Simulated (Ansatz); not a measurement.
A run of Ansatz 0.2.0 is set up as follows.

Contents of input.yaml:

```yaml
crystal:
  lattice:
    - [4.1204, -0.00081, -0.0112]
    - [0.00404, 6.42722, 0.0536]
    - [0.02791, 3.20707, 7.74994]
  atoms:
    - { symbol: H, position: [0.90366, 0.21821, 0.48851] }
    - { symbol: H, position: [0.40337, 0.78177, 0.51142] }
    - { symbol: Pb, position: [0.39455, 0.30863, 0.70725] }
    - { symbol: Pb, position: [0.89489, 0.69135, 0.29266] }
    - { symbol: "N", position: [0.63409, 0.1999, 0.2073] }
    - { symbol: "N", position: [0.13386, 0.80012, 0.79275] }
    - { symbol: O, position: [0.90829, 0.32866, 0.54369] }
    - { symbol: O, position: [0.53792, 0.39076, 0.19497] }
    - { symbol: O, position: [0.53483, 0.11279, 0.10602] }
    - { symbol: O, position: [0.83718, 0.08887, 0.32672] }
    - { symbol: O, position: [0.40817, 0.67132, 0.45624] }
    - { symbol: O, position: [0.03774, 0.60924, 0.8052] }
    - { symbol: O, position: [0.03429, 0.88737, 0.89397] }
    - { symbol: O, position: [0.33716, 0.91101, 0.6733] }
hamiltonian:
  xc: pbesol
  pseudopotentials: { kind: paw }
kpoints:
  mp_grid: { grid: [7, 5, 4] }
  band_path:
    path:
      - [[0.0, 0.5, 0.5], [0.0, 0.0, 0.0], [0.5, 0.0, 0.0]]
      - [[0.5, 0.5, 0.5], [0.0, 0.0, 0.0], [-0.5, 0.0, -0.5]]
      - [[-0.5, 0.5, 0.0], [0.0, 0.0, 0.0], [0.0, 0.0, -0.5]]
      - [[0.0, 0.5, 0.0], [0.0, 0.0, 0.0]]
    npoints: 10
scf:
  occupations: { method: fermi_dirac, width: 0.05 }
  n_extra_bands: 35
output:
  forces: true
  stress: true
  eigenvalues: true
  fatbands: false
  write_density: true
  write_potential: true
  elf: true
  volumetric_format: npy
```

Potentials or basis: Ansatz PAW.

Launch:

```sh
$ ansatz run input.yaml --threads 8 --pin off --max-ram 20480MiB --backend cpu --events-out ev --progress --plain --runs-dir out
```

(1) Predict the pressure.

(2) What does it give for the band gap on the k mesh?

(3) What does it give for the largest force?

(4) Estimate the band gap along the path.

## Answers

(1) -2.8 GPa.

(2) 3.29 eV, indirect (least direct gap 3.37 eV).

(3) 0.443 eV/Å.

(4) 3.29 eV, indirect (least direct gap 3.36 eV).

Caveat: the pressure holds a Pulay correction of +0.6 GPa for the finite cutoff; spin-orbit coupling is left out, which as a rule narrows the gap of such compounds by several tenths of an eV; the PAW data sets come from PBE, with cores solved anew for the run's functional, which leaves a small shift of forces and pressure.
